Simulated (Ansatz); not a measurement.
Task: a formation energy from the elements of SrSn2As2 and its elements, with the Python package of Ansatz (0.2.0). Give the script and its output. Use (first run): LDA, PAW, cutoff 550 eV, Gaussian smearing of 0.05 eV.

`formation_srsn2as2.py`:
```python
"""Formation energy of SrSn2As2 from the elements, after relaxing atoms and volume at fixed cell shape."""

from collections import Counter
import warnings

import ansatz
import numpy as np

PHASES = {
    "SrSn2As2": (
        [[2.102, 1.21359, 8.908667], [-2.102, 1.21359, 8.908667], [0.0, -2.427181, 8.908667]],
        [
            ("Sr", [0.0, 0.0, 0.0]),
            ("Sn", [0.2086, 0.2086, 0.2086]),
            ("Sn", [0.7914, 0.7914, 0.7914]),
            ("As", [0.40736, 0.40736, 0.40736]),
            ("As", [0.59264, 0.59264, 0.59264]),
        ],
    ),
    "Sr": (
        [[0.0, 3.04235, 3.04235], [3.04235, 0.0, 3.04235], [3.04235, 3.04235, 0.0]],
        [
            ("Sr", [0.0, 0.0, 0.0]),
        ],
    ),
    "Sn": (
        [[0.0, 3.233343, 3.233343], [3.233343, 0.0, 3.233343], [3.233343, 3.233343, 0.0]],
        [
            ("Sn", [0.0, 0.0, 0.0]),
            ("Sn", [0.25, 0.25, 0.25]),
        ],
    ),
    "As": (
        [[1.880797, 1.085879, 3.514062], [-1.880797, 1.085879, 3.514062], [0.0, -2.171757, 3.514062]],
        [
            ("As", [0.774, 0.774, 0.774]),
            ("As", [0.226, 0.226, 0.226]),
        ],
    ),
}


def build(vectors, sites):
    crystal = ansatz.Crystal(lattice=ansatz.Lattice.of(vectors))
    for symbol, position in sites:
        crystal = crystal.atom(symbol, position)
    return crystal


def compute(name, crystal):
    calc = (
        crystal.calculation()
        .basis(550)
        .functional("lda")
        .kpoints(spacing=0.27)  # the mesh must be finer for metals
        .occupations("gaussian", width=0.05)  # fractional filling near the Fermi level
        .stress()
    )
    calc = calc.relax(force_tolerance=0.02, max_steps=60, fix_cell=["shape"])
    return calc.run()


def counts(outcome):
    return Counter(site.symbol for site in outcome.lattice.sites)

def formation_energy(outcome, mu):
    n = counts(outcome)
    return (outcome.report["energy_sigma0_ev"] - sum(k * mu[element] for element, k in n.items())) / sum(n.values())


def volume_per_atom(outcome):
    return abs(np.linalg.det(outcome.lattice.cell_ang)) / len(outcome.lattice.sites)

warnings.simplefilter("ignore", ansatz.DeckWarning)

phases = {name: build(*cell) for name, cell in PHASES.items()}

done = {}
for name, crystal in phases.items():
    done[name] = compute(name, crystal)
    print(f"{name}: {done[name].report['energy_sigma0_ev']:.4f} eV, {len(done[name].lattice.sites)} atoms")

# energy of one atom in its reference phase
references = {"Sr": "Sr", "Sn": "Sn", "As": "As"}
mu = {element: done[name].report["energy_sigma0_ev"] / len(done[name].lattice.sites) for element, name in references.items()}

target = done["SrSn2As2"]
heat = formation_energy(target, mu)
rows = [(name, len(o.lattice.sites), volume_per_atom(o), formation_energy(o, mu)) for name, o in done.items()]
print("     phase       atoms  V (A^3/atom)  E_form (eV/atom)")
for row in rows:
    print(f"{str(row[0]):>10}  {row[1]:10d}  {row[2]:12.3f}  {row[3]:16.4f}")
```

```console
$ python formation_srsn2as2.py
SrSn2As2: -24753.6271 eV, 5 atoms
Sr: -3444.3195 eV, 1 atoms
Sn: -11759.0129 eV, 2 atoms
As: -9547.3486 eV, 2 atoms
     phase       atoms  V (A^3/atom)  E_form (eV/atom)
  SrSn2As2           5        26.351           -0.5892
        Sr           1        48.299            0.0000
        Sn           2        33.902            0.0000
        As           2        20.733            0.0000
```

Absolute energies stand on the zero of these potentials, so only differences at equal settings mean something. Atoms and volume are relaxed with the cell's shape held, which in cells of lower than cubic symmetry can hide stresses and shift volumes. The cells come from databases of deposited and of computed structures, and not all need be stable phases. The compound is the structure given, not necessarily its lowest; energies are at zero temperature, with no correction for gases. A semilocal functional's error on such energies is often 0.05 to 0.1 eV an atom, and 0.1 to 0.3 eV against gases such as O2 or F2. The whole script took 90 s on 1 thread of Arm Neoverse V2, on a shared host, peak memory 0.65 GiB.

(Lines on the test bed's own set-up are left out of the output.)
